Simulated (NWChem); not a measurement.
# BN3H6 (B(NH2)3) at 3 levels

Aim: a comparison of 3 runs (HF/STO-3G, HF/3-21G, B3LYP/6-31G*) of BN3H6 (B(NH2)3). 

Program for the calculation: NWChem 7.3.0.

## 1. Starting point

BN3H6 has 10 atoms, charge 0, and is taken as a singlet. SMILES: `NB(N)N`. The coordinates come from a GFN2-xTB relaxation.

Bond lengths: B1–N2 1.416 Å, B1–N5 1.417 Å, B1–N8 1.418 Å, N2–H3 1.002 Å, N2–H4 1.002 Å, N5–H6 1.002 Å, N5–H7 1.002 Å, N8–H9 1.002 Å, N8–H10 1.002 Å. Some angles: N2–B1–N5 120.0°, N2–B1–N8 120.0°, N5–B1–N8 120.0°, B1–N2–H3 123.1°, B1–N2–H4 123.3°, B1–N5–H6 122.9°, B1–N5–H7 123.0°, B1–N8–H9 122.7°, B1–N8–H10 122.7°, H3–N2–H4 113.6°.

## 2. Energy and gradient at HF/STO-3G (run 1)

File geom.nw:

```
start geom
memory 2200 mb
geometry units angstroms noautosym nocenter noautoz
   B       -0.000610       0.000280       0.001670
   N        1.414850      -0.007020      -0.042770
   H        1.958840      -0.848630      -0.030900
   H        1.968540       0.827940      -0.054410
   N       -0.704160       1.229950      -0.013720
   H       -1.699780       1.288700       0.085260
   H       -0.246230       2.120950       0.020000
   N       -0.713440      -1.223910       0.063900
   H       -0.265610      -2.115630      -0.028310
   H       -1.712390      -1.272630      -0.000720
end
basis spherical bse
   * library STO-3G
end
scf
   thresh 1e-08
   maxiter 80
end
task scf gradient
```

Command:

```bash
$ nwchem geom.nw > geom.out
```

Output:

```text
[...]
  functions       =    26
[...]
  wavefunction    = RHF
[...]
         Total SCF energy =   -189.191725366733
      One-electron energy =   -493.237027321614
      Two-electron energy =    185.907203326852
 Nuclear repulsion energy =    118.138098628028
        Time for solution =      0.7s
[...]
                         RHF ENERGY GRADIENTS
    atom               coordinates                        gradient
                 x          y          z           x          y          z
   1 B      -0.001153   0.000529   0.003156   -0.000368  -0.000027  -0.000121
   2 N       2.673679  -0.013266  -0.080824    0.015212   0.000289   0.000125
   3 H       3.701671  -1.603678  -0.058393   -0.007629   0.010392  -0.000166
   4 H       3.720001   1.564580  -0.102820   -0.007811  -0.010616   0.000151
   5 N      -1.330669   2.324268  -0.025927   -0.007359   0.013013   0.001868
   6 H      -3.212118   2.435290   0.161118    0.012917  -0.001594  -0.001255
   7 H      -0.465307   4.008014   0.037795   -0.005215  -0.011810  -0.000615
   8 N      -1.348206  -2.312855   0.120753   -0.007740  -0.013486  -0.002125
   9 H      -0.501930  -3.997961  -0.053498   -0.005266   0.012394   0.001233
  10 H      -3.235948  -2.404922  -0.001361    0.013259   0.001445   0.000907
[...]
```

It took 1.6 s on 1 thread of Intel Xeon 6975P-C (Granite Rapids), shared host; peak memory 0.096 GiB.

## 3. Energy and gradient at HF/3-21G (run 2)

File bh6n3.nw:

```
start bh6n3
title "BH6N3 hf"
memory stack 880 mb heap 220 mb global 1100 mb
geometry units angstrom noautosym nocenter noautoz
   B    -0.000610    0.000280    0.001670
   N     1.414850   -0.007020   -0.042770
   H     1.958840   -0.848630   -0.030900
   H     1.968540    0.827940   -0.054410
   N    -0.704160    1.229950   -0.013720
   H    -1.699780    1.288700    0.085260
   H    -0.246230    2.120950    0.020000
   N    -0.713440   -1.223910    0.063900
   H    -0.265610   -2.115630   -0.028310
   H    -1.712390   -1.272630   -0.000720
end
basis spherical bse
   B library 3-21G
   N library 3-21G
   H library 3-21G
end
scf
   thresh 1e-08
   maxiter 80
   print low
end
task scf gradient
```

Command:

```bash
$ nwchem bh6n3.nw > bh6n3.out
```

Output:

```text
[...]
  functions       =    48
[...]
  wavefunction    = RHF
[...]
         Total SCF energy =   -190.603805072332
      One-electron energy =   -493.539171423862
      Two-electron energy =    184.797267723502
 Nuclear repulsion energy =    118.138098628028
        Time for solution =      1.0s
[...]
                         RHF ENERGY GRADIENTS
    atom               coordinates                        gradient
                 x          y          z           x          y          z
   1 B      -0.001153   0.000529   0.003156   -0.000044   0.000136  -0.000356
   2 N       2.673679  -0.013266  -0.080824   -0.023737   0.000409   0.000027
   3 H       3.701671  -1.603678  -0.058393    0.002059  -0.002850   0.000045
   4 H       3.720001   1.564580  -0.102820    0.002083   0.002607   0.000417
   5 N      -1.330669   2.324268  -0.025927    0.011594  -0.020424  -0.003402
   6 H      -3.212118   2.435290   0.161118   -0.003252   0.000304   0.001307
   7 H      -0.465307   4.008014   0.037795    0.001483   0.003145   0.001303
   8 N      -1.348206  -2.312855   0.120753    0.011630   0.019512   0.004351
   9 H      -0.501930  -3.997961  -0.053498    0.001222  -0.002592  -0.001987
  10 H      -3.235948  -2.404922  -0.001361   -0.003039  -0.000246  -0.001705
[...]
```

It took 1.9 s on 1 thread of Intel Xeon 6975P-C (Granite Rapids), shared host; peak memory 0.097 GiB.

## 4. Energy and gradient at B3LYP/6-31G(d) (Cartesian functions) (run 3)

File run.py:

```python
from ase import Atoms
from ase.calculators.nwchem import NWChem

mol = Atoms(['B', 'N', 'H', 'H', 'N', 'H', 'H', 'N', 'H', 'H'], positions=[
    [-0.000610, 0.000280, 0.001670],
    [1.414850, -0.007020, -0.042770],
    [1.958840, -0.848630, -0.030900],
    [1.968540, 0.827940, -0.054410],
    [-0.704160, 1.229950, -0.013720],
    [-1.699780, 1.288700, 0.085260],
    [-0.246230, 2.120950, 0.020000],
    [-0.713440, -1.223910, 0.063900],
    [-0.265610, -2.115630, -0.028310],
    [-1.712390, -1.272630, -0.000720],
])

calc = NWChem(
    label='calc',
    theory='dft',
    memory='2200 mb',
    basis='6-31G*',
    dft={'xc': 'b3lyp', 'mult': '1', 'grid': 'xfine', 'convergence': 'energy 1e-08', 'iterations': '100', 'mulliken': None},
)
mol.calc = calc

forces = mol.get_forces()
e = mol.get_potential_energy()
print(f"E = {e:.6f} eV")
print("forces (eV/A):")
for s, f in zip(mol.symbols, forces):
    print(f"{s:2s} {f[0]:10.5f} {f[1]:10.5f} {f[2]:10.5f}")
print("dipole (e A):", mol.get_dipole_moment().round(4))
```

Command:

```bash
$ export ASE_NWCHEM_COMMAND="nwchem PREFIX.nwi > PREFIX.nwo"
$ python run.py
```

Output:

```text
E = -5247.019018 eV
forces (eV/A):
B    -0.00751   -0.01291    0.00221
N     0.41714   -0.01517   -0.03456
H     0.17494   -0.19258    0.00879
H     0.17987    0.20209   -0.00293
N    -0.20960    0.36062   -0.07348
H    -0.25500    0.05893    0.03913
H     0.07919    0.24559    0.02293
N    -0.19602   -0.32668    0.11138
H     0.08243   -0.26472   -0.03692
H    -0.26544   -0.05518   -0.03651
dipole (e A): [ 0.0056  0.0034 -0.0081]
```

The calculator wrote calc.nwi:

```
title "calc"

permanent_dir calc

scratch_dir calc

start calc

geometry units angstrom nocenter noautosym noautoz
  B  -6.0999999999999997e-04 2.7999999999999998e-04 1.6700000000000000e-03
  N  1.4148499999999999e+00 -7.0200000000000002e-03 -4.2770000000000002e-02
  H  1.9588399999999999e+00 -8.4863000000000000e-01 -3.0900000000000000e-02
  H  1.9685400000000000e+00 8.2794000000000001e-01 -5.4410000000000000e-02
  N  -7.0416000000000001e-01 1.2299500000000001e+00 -1.3720000000000000e-02
  H  -1.6997800000000001e+00 1.2887000000000000e+00 8.5260000000000002e-02
  H  -2.4623000000000000e-01 2.1209500000000001e+00 2.0000000000000000e-02
  N  -7.1343999999999996e-01 -1.2239100000000001e+00 6.3899999999999998e-02
  H  -2.6561000000000001e-01 -2.1156299999999999e+00 -2.8309999999999998e-02
  H  -1.7123900000000001e+00 -1.2726299999999999e+00 -7.2000000000000005e-04
end

memory 2200 mb

basis noprint
   * library 6-31G*
end

dft
  xc b3lyp
  mult 1
  grid xfine
  convergence energy 1e-08
  iterations 100
  mulliken
end

task dft gradient
```

calc.nwo:

```text
Northwest Computational Chemistry Package (NWChem) 7.3.0
             --------------------------------------------------------

           Job information
           ---------------

    nwchem branch   = 7.3.0
    use scalapack   = T
    input           = calc.nwi
    prefix          = calc.
    data base       = calc/calc.db
    status          = startup
    nproc           =        1

           Memory information
           ------------------

    heap     =     72089596 doubles =      550.0 Mbytes
    stack    =     72089601 doubles =      550.0 Mbytes
    global   =    144179200 doubles =     1100.0 Mbytes (distinct from heap & stack)
    total    =    288358397 doubles =     2200.0 Mbytes
    verify   = yes
    hardfail = no

           Directory information
           ---------------------

  0 permanent = calc
  0 scratch   = calc

                                NWChem Input Module
                                -------------------

                                       calc
                                       ----

[... 93 lines left out ...]
  convergence criterion.
[... 17 lines left out ...]
          Convergence on gradient requested:  5.00D-04
[... 26 lines left out ...]
          Convergence aids based upon iterative change in
[... 28 lines left out ...]
 1-e energy   =    -489.993359
[... 44 lines left out ...]
         Total DFT energy =     -192.824393931757
[... 2 lines left out ...]
    Exchange-Corr. energy =      -27.216725242322
[... 575 lines left out ...]
          Convergence on energy requested:  1.00D-08
[... 24 lines left out ...]
          Spatial weights used:  Erf1
[... 4 lines left out ...]
          total energy or number of iterations.
[... 18 lines left out ...]
                            NWChem DFT Gradient Module
                            --------------------------

                                       calc

  charge          =   0.00
  wavefunction    = closed shell

                         DFT ENERGY GRADIENTS

    atom               coordinates                        gradient
                 x          y          z           x          y          z
   1 B      -0.001153   0.000529   0.003156    0.000146   0.000251  -0.000043
   2 N       2.673679  -0.013266  -0.080824   -0.008112   0.000295   0.000672
   3 H       3.701671  -1.603678  -0.058393   -0.003402   0.003745  -0.000171
[... 6 lines of this table left out ...]
  10 H      -3.235948  -2.404922  -0.001361    0.005162   0.001073   0.000710

                 ----------------------------------------
                 |  Time  |  1-e(secs)   |  2-e(secs)   |
                 ----------------------------------------
                 |  CPU   |       0.00   |       0.73   |
                 ----------------------------------------
                 |  WALL  |       0.00   |       0.73   |
                 ----------------------------------------

 Task  times  cpu:       21.6s     wall:       21.6s
 Total times  cpu:       21.6s     wall:       21.6s
```

It took 23 s on 1 thread of Intel Xeon 6975P-C (Granite Rapids), shared host; peak memory 0.15 GiB.

## 5. The series

```csv
run,level,Cartesian functions,iteration cap,energy (Eh),dipole moment (D),HOMO energy (eV),LUMO energy (eV),wall time
1,HF/STO-3G,no,80,-189.191725,0.05,-7.88,12.43,1.6 s
2,HF/3-21G,no,80,-190.603805,–,–,–,1.9 s
3,B3LYP/6-31G* (Cartesian functions),yes,100,-192.824394,0.05,-5.69,2.13,23 s
```

## 6. Outcome

| quantity | value |
| --- | --- |
| run 3: total energy | -192.82439 Eh |
| run 3: dipole moment | 0.05 D |
| run 3: HOMO energy | -5.69 eV |
| run 3: LUMO energy | 2.13 eV |
| run 3: HOMO–LUMO gap | 7.82 eV |
| run 3: largest force on an atom | 0.424 eV/Å |

In run 1 the basis is minimal, so the values are rough. All runs together took 26 s, the longest 23 s.
